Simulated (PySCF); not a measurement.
# LiBr: basis, grid and Hamiltonian

The method stays; parts of the set-up, such as the basis or the Hamiltonian, are changed.

The runs use PySCF 2.14.0; each script names its method and basis.

6 further runs of the same task are left out: 6 that didn't finish.

## Step 1: Starting geometry

LiBr: 2 atoms, charge 0, spin multiplicity 1.

Bond lengths: Li1–Br2 2.120 Å.

## Step 2: The base run

Contents of input.py:

```python
from pyscf import gto, scf, mcscf, mrpt

mol = gto.M(
    atom='Li 0 0 0; Br 0 0 2.12',
    basis='aug-cc-pvdz',
    charge=0,
    spin=0,
    symmetry=True,
    verbose=4,
)
mf = scf.RHF(mol)
mf.kernel()
mc = mcscf.CASSCF(mf, 5, 4)
mc.kernel()
mc.analyze()
mrpt.NEVPT(mc).kernel()
mf.dip_moment()
print('orbital energies (hartree):', mf.mo_energy[..., max(0, mol.nelec[1]-3):mol.nelec[0]+3].round(4))
```

Started as:

```sh
python input.py
```

The log of this run is left out.

In short: E(SCF) = -2579.923083 Eh, 8 cycles, E(CAS) − E(SCF) = 0.00000 Eh, NEVPT2 = -0.15197 Eh, μ = 7.23 D (of the SCF density).

The bond length is a typed value, not an optimised one.

## Step 3: 6-31g

Edit 1 changes basis set: aug-cc-pvdz → 6-31g.

Contents of input.py:

```python
from pyscf import gto, scf, mcscf, mrpt

mol = gto.M(
    atom='Li 0 0 0; Br 0 0 2.12',
    basis='6-31g',
    charge=0,
    spin=0,
    symmetry=True,
    verbose=4,
)
mf = scf.RHF(mol)
mf.kernel()
mc = mcscf.CASSCF(mf, 5, 4)
mc.kernel()
mc.analyze()
mrpt.NEVPT(mc).kernel()
mf.dip_moment()
print('orbital energies (hartree):', mf.mo_energy[..., max(0, mol.nelec[1]-3):mol.nelec[0]+3].round(4))
```

Started as:

```sh
python input.py
```

## Step 4: Ano-rcc-vdzp (X2C on)

Edit 2 changes basis set: aug-cc-pvdz → ano-rcc-vdzp; spin-free X2C: off → on.

input.py: that of step 2 with these lines changed.

```diff
@@ -4,3 +4,3 @@
     atom='Li 0 0 0; Br 0 0 2.12',
-    basis='aug-cc-pvdz',
+    basis='ano-rcc-vdzp',
     charge=0,
@@ -11,2 +11,3 @@
 mf = scf.RHF(mol)
+mf = mf.sfx2c1e()
 mf.kernel()
```

## Step 5: Cartesian functions on

Edit 3 changes Cartesian functions: off → on.

input.py: that of step 2 with these lines changed.

```diff
@@ -8,2 +8,3 @@
     symmetry=True,
+    cart=True,
     verbose=4,
```

**Question.** What will these runs give? Wanted: for each run, E(SCF); from base; gap; SCF dipole; after the SCF.

As calculated:

```
                   run  E(SCF) (hartree)  from base (eV)  cycles  gap (eV)  SCF dipole (D)  functions                                                                 after the SCF
                  base      -2579.923083               0       8      9.27            7.23         59  NEVPT2 correlation -4.135 eV (from the SCF energy, the CASSCF gain included)
                 6-31g      -2579.577053         +9.4160       8      9.42            7.86         36  NEVPT2 correlation -5.388 eV (from the SCF energy, the CASSCF gain included)
 ano-rcc-vdzp (X2C on)      -2611.983041  not comparable       9      9.52            7.55         41  NEVPT2 correlation -4.694 eV (from the SCF energy, the CASSCF gain included)
Cartesian functions on      -2579.923513         -0.0117       9      9.27            7.24         64  NEVPT2 correlation -4.564 eV (from the SCF energy, the CASSCF gain included)
```

Of the runs whose energies can be compared, “6-31g” moves the SCF energy most (+9.416 eV). 6-31g (36 functions) gives an energy 9.42 eV higher than aug-cc-pvdz (59). The dearest run is “ano-rcc-vdzp (X2C on)”, at 7.1 s against 2 s.
